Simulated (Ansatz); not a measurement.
# HfB2: elastic constants, part 2 of 2

This session takes HfB2 and sets out to relax to small forces and stress and compute the elastic constants.

Ansatz 0.2.0; DFT PBEsol, scalar-relativistic, plane waves, PAW. Earlier steps stand in the parts before.

## (5) Strained cells: the elastic tensor

input.yaml

```yaml
crystal:
  lattice:
    - [3.1279917018, 0.0, 0.0]
    - [-1.5639958509, 2.7089202766, 0.0]
    - [0.0, 0.0, 3.4459705834]
  atoms:
    - { symbol: Hf, position: [0.0, 0.0, 0.0] }
    - { symbol: B, position: [0.3333333333, 0.6666666667, 0.5] }
    - { symbol: B, position: [0.6666666667, 0.3333333333, 0.5] }
basis:
  ecutwfc: 420
kpoints:
  mp_grid: { grid: [18, 18, 12] }
hamiltonian:
  xc: pbesol
scf:
  occupations: { method: fermi_dirac, width: 0.15 }
output:
  forces: true
  stress: true
  eigenvalues: true
elastic:
  mode: relaxed_ion
  amplitude: 0.005
  stencil: two_point
```

Started as:

```console
$ ansatz run input.yaml --threads 1 --pin off --max-ram 4096MiB --backend cpu --events-out ev --progress --plain --runs-dir out
```

The log of the run:

```text
Warning: RAYON_NUM_THREADS=1 ignored (pool sized by the plan → 1); use --threads N
band count auto-derived: 21 (N_el = 32.0; filled up to band 16; 20 by the electrons, moments and atoms)
Engine: ansatz 0.2.0, x86_64-unknown-linux-gnu
Pseudopotentials: kind: paw
Pseudopotential: Hf, paw, valence charge 26, recommended cutoff 420 eV (normal), Hf.paw.azcp
Pseudopotential: B, paw, valence charge 3, recommended cutoff 420 eV (normal), B.paw.azcp
Functional definition: PBEsol
  exchange = pbesol_x
  correlation = pbesol_c
Crystal: 3 atoms, lattice volume = 29.199 Å³
Basis set: ecut = 420 eV, 563 PW (Γ), exchange–correlation on 48×48×48 points (8 copies of the dense FFT grid, shifted against one another)
Bands: 21, of which v1, the nominal top of the filled ones, is band 16 counted from 1 (15 counted from 0)
Symmetry: 24 space group operations
Space group: P6/mmm (ITA 191), of the structure as read, at distance tolerance 3.1e-5 Å
k-points: 259 of 3888
Non-local potential: Hf, projectors of the file, l = 0: 3, l = 1: 2, l = 2: 2, l = 3: 3
Non-local potential: B, projectors of the file, l = 0: 2, l = 1: 2, l = 2: 1
PAW form: soft (Blöchl's): semilocal exchange-correlation on the pseudo side does not see the compensation charge
PAW frozen core: Hf, regenerated for the run's functional, and the local potential with it (the file was generated under x = pbe(κ = 0.804, μ = 0.2195149727645171), c = pbe(β = 0.06672455060314922))
PAW frozen core: B, regenerated for the run's functional, and the local potential with it (the file was generated under x = pbe(κ = 0.804, μ = 0.2195149727645171), c = pbe(β = 0.06672455060314922))
PAW one-centre angular grid: Hf, 590 points (default); XC on 64 Gauss nodes
PAW one-centre angular grid: B, 110 points (default); XC on 64 Gauss nodes
Initial density: superposition of atomic densities (neutral atoms: chi_scale 0, normalization atom), corrected by the library's trained network
Initial wavefunctions: pseudopotential atomic-orbital guess
Functional: x = pbesol(κ = 0.804, μ = 0.12345679012345678), c = pbesol(β = 0.046)
SCF iter   1: F=—  HF=-15906.620284 eV  |F-HF|=—  |Δ(HF+E_count)|=         —  Δρ=5.68e-3  dr2=1.59e-2  ethr=1.77e-3  ⟨swp⟩=4.3  Hψ=21150  notcnv=0
preconditioner: auto → none  [metal: Δε(μ)=0.045 eV  Ē_g=18.119 eV  σ=0.150 eV  W_gap=0.08  n_scr=8 (ndim 8)  ℏωp=37.6 eV  f_vac=0.000  D(μ)=0.25/eV (n_scr^D=0)  sad-step TF]
SCF iter   2: F=—  HF=-15906.616588 eV  |F-HF|=—  |Δ(HF+E_count)|=   3.70e-3  Δρ=3.25e-3  dr2=5.56e-3  ethr=4.97e-5  ⟨swp⟩=1.2  Hψ=7582  notcnv=0
SCF iter   3: F=—  HF=-15906.615311 eV  |F-HF|=—  |Δ(HF+E_count)|=   1.28e-3  Δρ=1.33e-3  dr2=7.86e-4  ethr=1.74e-5  ⟨swp⟩=2.1  Hψ=7505  notcnv=0
SCF iter   4: F=—  HF=-15906.614880 eV  |F-HF|=—  |Δ(HF+E_count)|=   4.32e-4  Δρ=1.53e-4  dr2=2.65e-6  ethr=2.46e-6  ⟨swp⟩=2.0  Hψ=9563  notcnv=0
SCF iter   5: F=—  HF=-15906.614895 eV  |F-HF|=—  |Δ(HF+E_count)|=   1.53e-5  Δρ=2.98e-5  dr2=2.26e-7  ethr=8.29e-9  ⟨swp⟩=2.0  Hψ=9563  notcnv=0
SCF iter   6: F=—  HF=-15906.614895 eV  |F-HF|=—  |Δ(HF+E_count)|=   1.79e-8  Δρ=4.36e-6  dr2=1.43e-9  ethr=7.05e-10  ⟨swp⟩=2.0  Hψ=7004  notcnv=0
SCF iter   7: F=—  HF=-15906.614895 eV  |F-HF|=—  |Δ(HF+E_count)|=   1.57e-9  Δρ=3.74e-7  dr2=2.76e-11  ethr=4.47e-12  ⟨swp⟩=2.5  Hψ=9497  notcnv=0
SCF iter   8: F=—  HF=-15906.614895 eV  |F-HF|=—  |Δ(HF+E_count)|=  5.46e-12  Δρ=3.10e-8  dr2=1.11e-13  ethr=8.61e-14 (applied; sched 1.00e-12)  ⟨swp⟩=2.0  Hψ=7070  notcnv=0  defer=2
SCF iter   9: F=-15906.614895 eV  HF=-15906.614895 eV  |F-HF|=3.64e-12  |Δ(HF+E_count)|=    0.00e0  Δρ=3.06e-9  dr2=2.42e-15  ethr=1.00e-12  ⟨swp⟩=4.2  Hψ=18677  notcnv=0
SCF 1 converged in 9 iterations: F = -15906.614895 eV  dr2 = 2.42e-15
Crystal: 3 atoms, lattice volume = 29.053 Å³
Symmetry: 8 space group operations
k-points: 637 of 3888
Initial density: handed on by an earlier stage of this run
Initial wavefunctions: pseudopotential atomic-orbital guess (no wavefunctions were taken with the density)
iter 1 solved again at ethr=1.87e-4 eV; its pass at ethr=3.10e-3 eV (dr2=5.98e-2 eV) is discarded
SCF iter   1: F=—  HF=-15906.642930 eV  |F-HF|=—  |Δ(HF+E_count)|=         —  Δρ=1.95e-2  dr2=5.94e-2  ethr=1.87e-4  ⟨swp⟩=1.0  Hψ=70228  notcnv=0
preconditioner: auto → none  [metal: Δε(μ)=0.012 eV  Ē_g=17.920 eV  σ=0.150 eV  W_gap=0.02  n_scr=8 (ndim 8)  ℏωp=37.7 eV  f_vac=0.000  D(μ)=0.25/eV (n_scr^D=0)]
SCF iter   2: F=—  HF=-15906.617084 eV  |F-HF|=—  |Δ(HF+E_count)|=   2.58e-2  Δρ=5.37e-3  dr2=5.24e-3  ethr=1.86e-4  ⟨swp⟩=2.0  Hψ=26559  notcnv=0
SCF iter   3: F=—  HF=-15906.613886 eV  |F-HF|=—  |Δ(HF+E_count)|=   3.20e-3  Δρ=2.77e-3  dr2=1.43e-3  ethr=1.64e-5  ⟨swp⟩=2.0  Hψ=23023  notcnv=0
SCF iter   4: F=—  HF=-15906.613340 eV  |F-HF|=—  |Δ(HF+E_count)|=   5.46e-4  Δρ=4.64e-4  dr2=3.41e-5  ethr=4.47e-6  ⟨swp⟩=2.0  Hψ=23582  notcnv=0
SCF iter   5: F=—  HF=-15906.613460 eV  |F-HF|=—  |Δ(HF+E_count)|=   1.21e-4  Δρ=2.61e-4  dr2=3.16e-5  ethr=1.07e-7  ⟨swp⟩=2.0  Hψ=23650  notcnv=0
SCF iter   6: F=—  HF=-15906.613464 eV  |F-HF|=—  |Δ(HF+E_count)|=   3.76e-6  Δρ=3.90e-5  dr2=3.78e-7  ethr=9.88e-8  ⟨swp⟩=2.0  Hψ=21035  notcnv=0
SCF iter   7: F=—  HF=-15906.613463 eV  |F-HF|=—  |Δ(HF+E_count)|=   1.13e-6  Δρ=5.92e-6  dr2=4.96e-9  ethr=1.18e-9  ⟨swp⟩=2.0  Hψ=23558  notcnv=0
SCF iter   8: F=—  HF=-15906.613463 eV  |F-HF|=—  |Δ(HF+E_count)|=   2.08e-9  Δρ=6.25e-7  dr2=4.09e-11  ethr=1.55e-11  ⟨swp⟩=2.0  Hψ=21014  notcnv=0
SCF iter   9: F=—  HF=-15906.613463 eV  |F-HF|=—  |Δ(HF+E_count)|=    0.00e0  Δρ=7.57e-8  dr2=6.80e-13  ethr=1.28e-13 (applied; sched 1.00e-12)  ⟨swp⟩=2.0  Hψ=23568  notcnv=0  defer=10
SCF iter  10: F=-15906.613463 eV  HF=-15906.613463 eV  |F-HF|=1.82e-12  |Δ(HF+E_count)|=  3.64e-12  Δρ=1.19e-8  dr2=1.26e-14  ethr=1.00e-12  ⟨swp⟩=4.1  Hψ=46537  notcnv=0
SCF 2 converged in 10 iterations: F = -15906.613463 eV  dr2 = 1.26e-14
relax step   1: F+E_penalty+E_count = -15906.61346289 eV  Δ(F+E_penalty+E_count) = +0.000e0 eV  max|allowed force component| = 3.227e-3 eV/Å  Δτ_max = 0.0000 Å  (10 SCF iters, accepted)
Initial wavefunctions: those handed on with the density
iter 1 solved again at ethr=1.14e-10 eV; its pass at ethr=3.10e-3 eV (dr2=3.64e-8 eV) is discarded
SCF iter   1: F=—  HF=-15906.613449 eV  |F-HF|=—  |Δ(HF+E_count)|=         —  Δρ=1.07e-5  dr2=3.73e-8  ethr=1.14e-10  ⟨swp⟩=2.0  Hψ=59888  notcnv=0
preconditioner: auto → none  [metal: Δε(μ)=0.002 eV  Ē_g=18.144 eV  σ=0.150 eV  W_gap=0.00  n_scr=8 (ndim 8)  ℏωp=37.7 eV  f_vac=0.000  D(μ)=0.25/eV (n_scr^D=0)]
SCF iter   2: F=—  HF=-15906.613463 eV  |F-HF|=—  |Δ(HF+E_count)|=   1.37e-5  Δρ=3.07e-6  dr2=2.22e-9  ethr=1.14e-10  ⟨swp⟩=2.0  Hψ=16744  notcnv=0
SCF iter   3: F=—  HF=-15906.613463 eV  |F-HF|=—  |Δ(HF+E_count)|=  7.73e-10  Δρ=5.17e-7  dr2=3.14e-11  ethr=6.93e-12  ⟨swp⟩=2.0  Hψ=16985  notcnv=0
SCF iter   4: F=—  HF=-15906.613463 eV  |F-HF|=—  |Δ(HF+E_count)|=  1.09e-11  Δρ=1.77e-7  dr2=1.44e-11  ethr=9.81e-14 (applied; sched 1.00e-12)  ⟨swp⟩=2.0  Hψ=22256  notcnv=0  defer=12
SCF iter   5: F=—  HF=-15906.613463 eV  |F-HF|=—  |Δ(HF+E_count)|=  3.64e-12  Δρ=5.22e-8  dr2=2.49e-13  ethr=4.49e-14 (applied; sched 1.00e-12)  ⟨swp⟩=2.0  Hψ=22056  notcnv=0  defer=17
SCF iter   6: F=-15906.613463 eV  HF=-15906.613463 eV  |F-HF|=1.82e-12  |Δ(HF+E_count)|=  1.82e-12  Δρ=9.08e-9  dr2=1.26e-14  ethr=1.00e-12  ⟨swp⟩=4.1  Hψ=46137  notcnv=0
SCF 3 converged in 6 iterations: F = -15906.613463 eV  dr2 = 1.26e-14
relax step   2: F+E_penalty+E_count = -15906.61346315 eV  Δ(F+E_penalty+E_count) = -2.616e-7 eV  max|allowed force component| = 1.838e-3 eV/Å  Δτ_max = 0.0001 Å  (6 SCF iters, accepted)
SCF iter   1: F=—  HF=-15906.613450 eV  |F-HF|=—  |Δ(HF+E_count)|=         —  Δρ=1.42e-5  dr2=6.51e-8  ethr=2.04e-9  ⟨swp⟩=5.4  Hψ=58167  notcnv=0
preconditioner: auto → none  [metal: Δε(μ)=0.001 eV  Ē_g=18.144 eV  σ=0.150 eV  W_gap=0.00  n_scr=8 (ndim 8)  ℏωp=37.7 eV  f_vac=0.000  D(μ)=0.25/eV (n_scr^D=0)]
SCF iter   2: F=—  HF=-15906.613463 eV  |F-HF|=—  |Δ(HF+E_count)|=   1.37e-5  Δρ=4.08e-6  dr2=3.92e-9  ethr=2.03e-10  ⟨swp⟩=2.0  Hψ=20005  notcnv=0
SCF iter   3: F=—  HF=-15906.613463 eV  |F-HF|=—  |Δ(HF+E_count)|=   1.39e-9  Δρ=6.80e-7  dr2=5.18e-11  ethr=1.22e-11  ⟨swp⟩=2.0  Hψ=17057  notcnv=0
SCF iter   4: F=—  HF=-15906.613463 eV  |F-HF|=—  |Δ(HF+E_count)|=  2.00e-11  Δρ=2.13e-7  dr2=2.04e-11  ethr=1.62e-13 (applied; sched 1.00e-12)  ⟨swp⟩=2.0  Hψ=21810  notcnv=0
SCF iter   5: F=—  HF=-15906.613463 eV  |F-HF|=—  |Δ(HF+E_count)|=  5.46e-12  Δρ=6.81e-8  dr2=4.51e-13  ethr=6.38e-14 (applied; sched 1.00e-12)  ⟨swp⟩=2.0  Hψ=21941  notcnv=0  defer=14
SCF iter   6: F=-15906.613463 eV  HF=-15906.613463 eV  |F-HF|=0.00e0  |Δ(HF+E_count)|=  3.64e-12  Δρ=1.17e-8  dr2=2.03e-14  ethr=1.00e-12  ⟨swp⟩=4.1  Hψ=46654  notcnv=0
SCF 4 converged in 6 iterations: F = -15906.613463 eV  dr2 = 2.03e-14
relax step   3: F+E_penalty+E_count = -15906.61346327 eV  Δ(F+E_penalty+E_count) = -1.257e-7 eV  max|allowed force component| = 6.418e-7 eV/Å  Δτ_max = 0.0001 Å  (6 SCF iters, accepted)
[... from here on, the SCF cycles and remarks between the steps are left out ...]
relax step   1: F+E_penalty+E_count = -15906.61349770 eV  Δ(F+E_penalty+E_count) = +0.000e0 eV  max|allowed force component| = 4.183e-3 eV/Å  Δτ_max = 0.0000 Å  (10 SCF iters, accepted)
relax step   2: F+E_penalty+E_count = -15906.61349837 eV  Δ(F+E_penalty+E_count) = -6.629e-7 eV  max|allowed force component| = 7.630e-5 eV/Å  Δτ_max = 0.0002 Å  (6 SCF iters, accepted)
relax step   3: F+E_penalty+E_count = -15906.61349837 eV  Δ(F+E_penalty+E_count) = -2.219e-10 eV  max|allowed force component| = 9.924e-8 eV/Å  Δτ_max = 0.0000 Å  (5 SCF iters, accepted)
relax step   1: F+E_penalty+E_count = -15906.61426698 eV  Δ(F+E_penalty+E_count) = +0.000e0 eV  max|allowed force component| = 1.772e-4 eV/Å  Δτ_max = 0.0000 Å  (10 SCF iters, accepted)
relax step   2: F+E_penalty+E_count = -15906.61426698 eV  Δ(F+E_penalty+E_count) = -7.967e-10 eV  max|allowed force component| = 1.007e-4 eV/Å  Δτ_max = 0.0000 Å  (5 SCF iters, accepted)
relax step   3: F+E_penalty+E_count = -15906.61426698 eV  Δ(F+E_penalty+E_count) = -3.783e-10 eV  max|allowed force component| = 1.257e-7 eV/Å  Δτ_max = 0.0000 Å  (5 SCF iters, accepted)
relax step   1: F+E_penalty+E_count = -15906.61426698 eV  Δ(F+E_penalty+E_count) = +0.000e0 eV  max|allowed force component| = 1.772e-4 eV/Å  Δτ_max = 0.0000 Å  (10 SCF iters, accepted)
relax step   2: F+E_penalty+E_count = -15906.61426698 eV  Δ(F+E_penalty+E_count) = -7.985e-10 eV  max|allowed force component| = 1.007e-4 eV/Å  Δτ_max = 0.0000 Å  (5 SCF iters, accepted)
SCF iter   1: F=—  HF=-15906.614253 eV  |F-HF|=—  |Δ(HF+E_count)|=         —  Δρ=8.12e-7  dr2=2.02e-10  ethr=6.43e-12  ⟨swp⟩=5.4  Hψ=102879  notcnv=0  defer=1
SCF iter   2: F=—  HF=-15906.614267 eV  |F-HF|=—  |Δ(HF+E_count)|=   1.39e-5  Δρ=2.57e-7  dr2=1.41e-11  ethr=6.33e-13 (applied; sched 1.00e-12)  ⟨swp⟩=2.0  Hψ=46992  notcnv=0  defer=1
SCF iter   3: F=—  HF=-15906.614267 eV  |F-HF|=—  |Δ(HF+E_count)|=  7.28e-12  Δρ=6.25e-8  dr2=1.00e-12  ethr=4.40e-14 (applied; sched 1.00e-12)  ⟨swp⟩=2.0  Hψ=28620  notcnv=0  defer=1
SCF iter   4: F=—  HF=-15906.614267 eV  |F-HF|=—  |Δ(HF+E_count)|=  3.64e-12  Δρ=2.93e-8  dr2=2.14e-13  ethr=1.00e-12  ⟨swp⟩=4.6  Hψ=77928  notcnv=0
SCF iter   5: F=-15906.614267 eV  HF=-15906.614267 eV  |F-HF|=1.82e-12  |Δ(HF+E_count)|=  1.82e-12  Δρ=1.36e-8  dr2=3.36e-14  ethr=1.00e-12  ⟨swp⟩=4.0  Hψ=71080  notcnv=0
SCF 18 converged in 5 iterations: F = -15906.614267 eV  dr2 = 3.36e-14
relax step   3: F+E_penalty+E_count = -15906.61426698 eV  Δ(F+E_penalty+E_count) = -3.874e-10 eV  max|allowed force component| = 1.260e-7 eV/Å  Δτ_max = 0.0000 Å  (5 SCF iters, accepted)
iter 1 solved again at ethr=1.00e-12 eV; its pass at ethr=3.10e-3 eV (dr2=3.90e-12 eV) is discarded
SCF iter   1: F=—  HF=-15906.614253 eV  |F-HF|=—  |Δ(HF+E_count)|=         —  Δρ=2.22e-7  dr2=4.17e-12  ethr=1.00e-12  ⟨swp⟩=2.0  Hψ=104029  notcnv=0
SCF iter   2: F=—  HF=-15906.614267 eV  |F-HF|=—  |Δ(HF+E_count)|=   1.39e-5  Δρ=1.23e-7  dr2=2.11e-12  ethr=1.30e-14 (applied; sched 1.00e-12)  ⟨swp⟩=3.0  Hψ=54935  notcnv=0
SCF iter   3: F=—  HF=-15906.614267 eV  |F-HF|=—  |Δ(HF+E_count)|=  1.82e-12  Δρ=8.20e-8  dr2=6.40e-13  ethr=6.60e-15 (applied; sched 1.00e-12)  ⟨swp⟩=1.7  Hψ=22614  notcnv=0
SCF iter   4: F=—  HF=-15906.614267 eV  |F-HF|=—  |Δ(HF+E_count)|=    0.00e0  Δρ=6.11e-8  dr2=3.40e-13  ethr=2.00e-15 (applied; sched 1.00e-12)  ⟨swp⟩=1.0  Hψ=21777  notcnv=0
SCF iter   5: F=—  HF=-15906.614267 eV  |F-HF|=—  |Δ(HF+E_count)|=  1.82e-12  Δρ=4.24e-8  dr2=1.51e-13  ethr=1.06e-15 (applied; sched 1.00e-12)  ⟨swp⟩=1.0  Hψ=21777  notcnv=0
SCF iter   6: F=-15906.614267 eV  HF=-15906.614267 eV  |F-HF|=3.64e-12  |Δ(HF+E_count)|=  1.82e-12  Δρ=1.46e-8  dr2=1.86e-14  ethr=1.00e-12  ⟨swp⟩=3.7  Hψ=61656  notcnv=0
SCF 19 converged in 6 iterations: F = -15906.614267 eV  dr2 = 1.86e-14
SCF converged after 9 iterations
Free energy (F): -15906.614895 eV
Harris-Foulkes:  -15906.614895 eV  (|F-HF|=3.64e-12)
Internal energy: -15906.595271 eV  (E = F + TS)
E sigma→0 (E₀):  -15906.605083 eV
Entropy (-TS):   -0.019624 eV (-6.541 meV/atom)
Fermi energy:    20.767929 eV
--- Per-component energies (eV) ---
  E_band       = 138.444788
  E_kinetic    = 527.572040
  E_local      = -5235.141733  (includes V_loc(G=0)·N_el)
  E_nonlocal   = -1215.977914
  E_hartree    = 2498.085041
  E_xc         = -365.019120
  E_vxc        = -346.708723  (∫ρ·V_xc dr)
  E_paw        = -6959.038585  (= ΣΔE_a)
  E_vpaw       = 1412.531045  (= ΣTr[D̂ρ^β])
  E_aug_tail   = -0.000007  (compensation charges beyond the density's cutoff)
  E_ewald      = -5158.355506
  E_core_change = 1.280513  (= ΣΔE_core)
  E_smearing   = -0.019624  (= −TS)
  E_closure    = -0.000000  (closes the sum)
  Σ components = -15906.614895   (vs F -15906.614895, Δ=0.00e0)
--- Forces (eV/Å), atoms counted from 1 ---
  atom   1  Hf    -0.00000000    -0.00000000     0.00000000
  atom   2  B      0.00000000    -0.00000000    -0.00000000
  atom   3  B     -0.00000000     0.00000000     0.00000000
  max |Σ_I F_I| component: 2.65e-31 eV/Å
--- Stress (GPa, compression-positive) ---
        0.002244       0.000000      -0.000000
       -0.000000       0.002244      -0.000000
       -0.000000      -0.000000       0.002401
  P = ⅓ Tr σ = 0.0023 GPa (0.023 kbar)
--- Band table (eV; the first three rows and the last of 259) ---
  k-point 0: bands = ["-40.9161", "-9.8058", "-9.3032", "-9.3032", "6.9370", "9.1026", "9.1220", "9.1357", "9.1357", "9.1394", "9.1394", "9.2376", "17.6834", "17.7666", "17.7666", "18.1036", "24.7960", "24.7960", "25.5264", "25.5264", "25.8002"]
  k-point 1: bands = ["-40.9156", "-9.8272", "-9.3016", "-9.3016", "7.0520", "9.1013", "9.1220", "9.1373", "9.1373", "9.1378", "9.1378", "9.2376", "16.8097", "17.8406", "17.8406", "18.9375", "23.9403", "23.9403", "25.2765", "25.2765", "25.8906"]
  k-point 2: bands = ["-40.9141", "-9.8851", "-9.2974", "-9.2974", "7.3849", "9.0983", "9.1219", "9.1333", "9.1333", "9.1416", "9.1416", "9.2377", "15.7211", "18.0592", "18.0592", "19.9340", "22.9150", "22.9150", "24.6217", "24.6217", "25.8930"]
  k-point 258: bands = ["-40.8497", "-9.9034", "-9.8205", "-9.8205", "9.1114", "9.1114", "9.1304", "9.1334", "9.1334", "9.1527", "9.2107", "11.6012", "11.6012", "15.2605", "17.5685", "17.5685", "25.3426", "26.2102", "27.8560", "27.8560", "28.2558"]
--- Elastic constants: 3 strain directions × 2 members + reference (group order 24) ---
  dense FFT box of the reference and of every strained cell: 24×24×24
  strains applied: 11, 33, 23; error gains: componentwise 1.00 (the most a stress slope's error grows in a printed constant), spectral 1.41 (1 for all six strains in a standard setting)
  C = ∂σ_k/∂η_j (tension-positive GPa; Voigt order 11 22 33 23 13 12):
       621.075     65.141    130.150     -0.000      0.000      0.000
        65.141    621.075    130.150     -0.000      0.000      0.000
       130.165    130.165    465.939     -0.000      0.000      0.000
         0.000     -0.000      0.000    275.879      0.000     -0.000
         0.000     -0.000      0.000      0.000    275.879     -0.000
         0.000      0.000     -0.000     -0.000      0.000    277.967
  reference stress σ⁰ (GPa):     -0.002     -0.002     -0.002      0.000      0.000      0.000
  C* (energy form; C + prestress term) asymmetry max|C*_kj − C*_jk| = 1.554e-2 GPa — a small one proves nothing (zero by symmetry where the batch's group is 432, −43m or m−3m); a large one is finite-difference/SCF noise where every solve meets its electron count
  moduli (Voigt/Reuss/Hill, GPa): K = 262.11/260.47/261.29   G = 258.12/250.67/254.40   E = 576.19   ν = 0.132
  mechanically stable: yes (min eigenvalue of sym C = 275.88 GPa)
  the stresses are not corrected for the forces that the relaxations left standing (`elastic.f_tol`)
  strain η (Voigt 11):  stress-route row diagonal C_11 = 621.08 GPa, energy-path curvature d²(F+E_count+ΔE)/dδ²/Ω₀ = 621.04 GPa
         δ    σ_11 (GPa)             F (eV)   n_scf  n_hpsi   n_pw
    -5.000e-3      -3.1573      -15906.6134633       6  185205    584   relax 3 steps, max|allowed force component| 6.42e-7 eV/Å
     5.000e-3       3.0534      -15906.6134984       6  187767    588   relax 3 steps, max|allowed force component| 9.92e-8 eV/Å
  strain η (Voigt 33):  stress-route row diagonal C_33 = 465.94 GPa, energy-path curvature d²(F+E_count+ΔE)/dδ²/Ω₀ = 465.96 GPa
         δ    σ_33 (GPa)             F (eV)   n_scf  n_hpsi   n_pw
    -5.000e-3      -2.3630      -15906.6138227       8  106533    580   relax 0 steps, max|allowed force component| 1.42e-16 eV/Å
     5.000e-3       2.2964      -15906.6138483       7   96006    586   relax 0 steps, max|allowed force component| 1.48e-16 eV/Å
  strain η (Voigt 23):  stress-route row diagonal C_44 = 275.88 GPa, energy-path curvature d²(F+E_count+ΔE)/dδ²/Ω₀ = 275.88 GPa
         δ    σ_23 (GPa)             F (eV)   n_scf  n_hpsi   n_pw
    -5.000e-3      -1.3794      -15906.6142670       6  306293    584   relax 3 steps, max|allowed force component| 1.26e-7 eV/Å
     5.000e-3       1.3794      -15906.6142670       6  306360    584   relax 3 steps, max|allowed force component| 1.26e-7 eV/Å
```

Run time: 3.1 min. Hardware: 1 thread of AMD EPYC 9R14 (Zen 4), shared host; peak memory 0.89 GiB.

Derived from the tensor and the density, 11.380 g/cm³, with v_l = √((B+4G/3)/ρ), v_t = √(G/ρ), v_m = [(2/v_t³+1/v_l³)/3]^(−1/3) and Θ = (ħ/k_B)·v_m·(6π²n/V)^(1/3):

| quantity | value |
| --- | --- |
| bulk modulus B | 261.3 GPa |
| shear modulus G | 254.4 GPa |
| B/G | 1.03 |
| universal anisotropy index | 0.15 |
| sound speeds v_l, v_t | 7264, 4728 m/s |
| Debye temperature Θ | 723 K |

Young's modulus by Cartesian direction:

```csv
direction,E (GPa)
"(1, 0, 0)",583
"(0, 1, 0)",583
"(0, 0, 1)",417
"(1, 1, 0)",583
"(1, 0, 1)",586
"(0, 1, 1)",586
"(1, 1, 1)",613
```

## (6) Outcome

What follows sums up all 2 parts.

| quantity | value |
| --- | --- |
| C11, C12, C44 (relaxed-ion) | 621, 65, 276 GPa |
| C33, C13, C66 (relaxed-ion) | 466, 130, 278 GPa |
| B, G, E (Hill) (relaxed-ion) | 261, 254, 576 GPa |
| Poisson ratio (relaxed-ion) | 0.13 |
| Debye temperature | 723 K |
| step 3, run with kspacing 0.3 (against step 2) | refused |

What this shows: It is stable against strain: the least eigenvalue of C is 276 GPa. By Pugh's rule of thumb B/G = 1.03 (under 1.75) points to a brittle solid; Young's modulus ranges from about 417 to 616 GPa with direction. Spin-orbit coupling is left out for Hf.
